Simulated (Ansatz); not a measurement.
# Ti2Al6O: the cost of one run

Computed with Ansatz 0.2.0 (DFT PBE+D3(BJ), scalar-relativistic, plane waves, PAW, unless a step's input says otherwise).

2 further runs of the same task are left out: 1 for a known fault of the program, 1 set aside as unsound or not needed.

### 1 The system as given

The structure is monoclinic, space group Cm (No. 8). The conventional cell has a = 8.496 Å, b = 5.366 Å, c = 21.119 Å, α = 90.00°, β = 90.00°, γ = 90.00°. Al (site symmetry 1) is surrounded by 5 Al at 2.68 to 2.85 Å and 2 Ti at 2.85 Å. Around Ti (site symmetry m) lie 11 Al at 2.68 to 2.89 Å. Al (site symmetry m) is surrounded by 3 Ti at 2.68 to 2.72 Å and 8 Al at 2.85 to 2.89 Å. Al (site symmetry 1) has 7 Al at 2.68 to 2.89 Å and 4 Ti at 2.82 to 2.89 Å as nearest neighbours. Ti (site symmetry m) is surrounded by 7 Al at 2.68 to 2.82 Å. Al (site symmetry m) is surrounded by 3 Ti at 2.68 to 2.78 Å and 4 Al at 2.85 Å and 1 O at 3.32 Å. O (site symmetry m) has 1 Al at 3.32 Å as nearest neighbours.

As a file:

```
Al Ti O
1.0
     5.02419    0.00000    0.00000
     2.15888    4.53670    0.00000
     0.00000    0.00000   21.11871
Al Ti O
6 2 1
Direct
  0.50000 0.00000 0.18941
  0.00000 0.50000 0.18941
  0.00000 0.00000 0.25292
  0.00000 0.50000 0.32087
  0.50000 0.00000 0.32087
  0.50000 0.50000 0.38443
  0.50000 0.50000 0.25292
  0.00000 0.00000 0.38150
  0.66667 0.66667 0.52649
```

This is the geometry of the first run shown, built on a cell relaxed beforehand with the same method.

### 2 What is varied

Atoms count from 1 in the order of the input.

O is moved over the surface cell at a fixed height above a rigid substrate; the origin of the map has the adsorbate above Al8; the height is held at 3.00 Å.

- position of O9 along the first surface vector, from above Al8: 6 values from 0.000 to 0.833, periodic
- position of O9 along the second surface vector, from above Al8: 6 values from 0.000 to 0.833, periodic

Nothing else is relaxed. Points are written as (first, second).

The two vectors of the plane (Å): (5.024, 0.000, 0.000); (2.159, 4.537, 0.000).

### 3 The run at (1/6, 1/6) of the map's two axes

The cell repeats along c, and a dipole correction in the vacuum removes the field between the copies.

input.yaml reads:

```yaml
crystal:
  lattice:
    - [5.0241861184, 0.0, 0.0]
    - [2.1588814492, 4.5367033229, 0.0]
    - [0.0, 0.0, 21.118711459]
  atoms:
    - { symbol: Al, position: [0.5, 0.0, 0.1894054951] }
    - { symbol: Al, position: [0.0, 0.5, 0.1894054951] }
    - { symbol: Ti, position: [0.5, 0.5, 0.2529248171] }
    - { symbol: Al, position: [0.0, 0.0, 0.2529248171] }
    - { symbol: Al, position: [0.0, 0.5, 0.3208670637] }
    - { symbol: Al, position: [0.5, 0.0, 0.3208670637] }
    - { symbol: Ti, position: [0.0, 0.0, 0.3814982025] }
    - { symbol: Al, position: [0.5, 0.5, 0.3844321409] }
    - { symbol: O, position: [0.6666666667, 0.6666666667, 0.5264862622] }
basis:
  ecutwfc: 420
kpoints:
  mp_grid: { grid: [6, 6, 1] }
hamiltonian:
  xc: pbe
  pseudopotentials: { kind: paw, azcp: { folder: soft_1 } }
  dispersion: d3bj
scf:
  occupations: { method: gaussian, width: 0.1 }
output:
  forces: true
  eigenvalues: true
efield:
  axis: 3
  dipole_correction: true
  ramp_width: 0.04
```

Run with:

```console
> ansatz run input.yaml --threads 1 --pin off --max-ram 3072MiB --backend cpu --events-out ev --progress --plain --runs-dir out
```

What time and memory should one allow on 1 thread of Arm Neoverse V2, shared host?

About 58 s, with a peak of 0.58 GiB.
